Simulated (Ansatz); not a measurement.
# Al18HCl: the cost of one run

Program: Ansatz 0.2.0. Level of theory: DFT PBE+D3(BJ), plane waves, PAW, scalar-relativistic, no spin polarisation. These are calculated values, not measurements.

## Step 1: The structure to begin with

The cell holds 20 atoms (Al18ClH): a = 5.728 Å, b = 8.591 Å, c = 17.677 Å, α = 90.00°, β = 90.00°, γ = 60.00°.

As a file:

```
Al Cl H
1.0
     5.72757    0.00000    0.00000
     4.29567    7.44032    0.00000
     0.00000    0.00000   17.67654
Al Cl H
18 1 1
Cartesian
  1.4319 0.8267 1.0000
  4.2957 0.8267 1.0000
  2.8638 3.3068 1.0000
  5.7276 3.3068 1.0000
  4.2957 5.7869 1.0000
  7.1595 5.7869 1.0000
  0.0000 1.6534 3.3383
  2.8638 1.6534 3.3383
  1.4319 4.1335 3.3383
  4.2957 4.1335 3.3383
  2.8638 6.6136 3.3383
  5.7276 6.6136 3.3383
  0.0000 0.0000 5.6765
  2.8638 0.0000 5.6765
  1.4319 2.4801 5.6765
  4.2957 2.4801 5.6765
  2.8638 4.9602 5.6765
  5.7276 4.9602 5.6765
  4.2767 0.1063 8.5765
  5.3833 0.5704 9.0265
```

## Step 2: Relaxing end A

File input.yaml:

```yaml
crystal:
  lattice:
    - [5.727565, 0.0, 0.0]
    - [4.295674, 7.440325, 0.0]
    - [0.0, 0.0, 17.676537]
  atoms:
    - { symbol: Al, position: [0.1666667, 0.1111111, 0.0565722] }
    - { symbol: Al, position: [0.6666667, 0.1111111, 0.0565722] }
    - { symbol: Al, position: [0.1666667, 0.4444444, 0.0565722] }
    - { symbol: Al, position: [0.6666667, 0.4444444, 0.0565722] }
    - { symbol: Al, position: [0.1666667, 0.7777778, 0.0565722] }
    - { symbol: Al, position: [0.6666667, 0.7777778, 0.0565722] }
    - { symbol: Al, position: [-0.1666667, 0.2222222, 0.1888531] }
    - { symbol: Al, position: [0.3333333, 0.2222222, 0.1888531] }
    - { symbol: Al, position: [-0.1666667, 0.5555556, 0.1888531] }
    - { symbol: Al, position: [0.3333333, 0.5555556, 0.1888531] }
    - { symbol: Al, position: [-0.1666667, 0.8888889, 0.1888531] }
    - { symbol: Al, position: [0.3333333, 0.8888889, 0.1888531] }
    - { symbol: Al, position: [0.0, 0.0, 0.321134] }
    - { symbol: Al, position: [0.5, 0.0, 0.321134] }
    - { symbol: Al, position: [0.0, 0.3333333, 0.321134] }
    - { symbol: Al, position: [0.5, 0.3333333, 0.321134] }
    - { symbol: Al, position: [0.0, 0.6666667, 0.321134] }
    - { symbol: Al, position: [0.5, 0.6666667, 0.321134] }
    - { symbol: Cl, position: [0.7359691, 0.014286, 0.4851933] }
    - { symbol: H, position: [0.8823988, 0.0766607, 0.5106508] }
basis:
  ecutwfc: 420.0
kpoints:
  mp_grid: { grid: [4, 3, 1] }
hamiltonian:
  xc: pbe
  dispersion: d3bj
  pseudopotentials: { kind: paw, azcp: { folder: soft_1 } }
scf:
  occupations: { method: gaussian, width: 0.05 }
  lower_state_search: "off"
relax:
  f_tol: 0.03
  max_steps: 60
  adjacent_minimum: "off"
  constraints: [{ sites: [0, 1, 2, 3, 4, 5] }]
output:
  write_density: true
  write_potential: true
  elf: true
  volumetric_format: npy
```

Started as:

```console
ansatz run input.yaml --threads 2 --pin off --max-ram 5120MiB --backend cpu --events-out ev --progress --plain --runs-dir out
```

Q: Estimate wall time and peak memory on 2 threads of Arm Neoverse V1, shared host.

About 4.3 min, with a peak of 0.93 GiB.
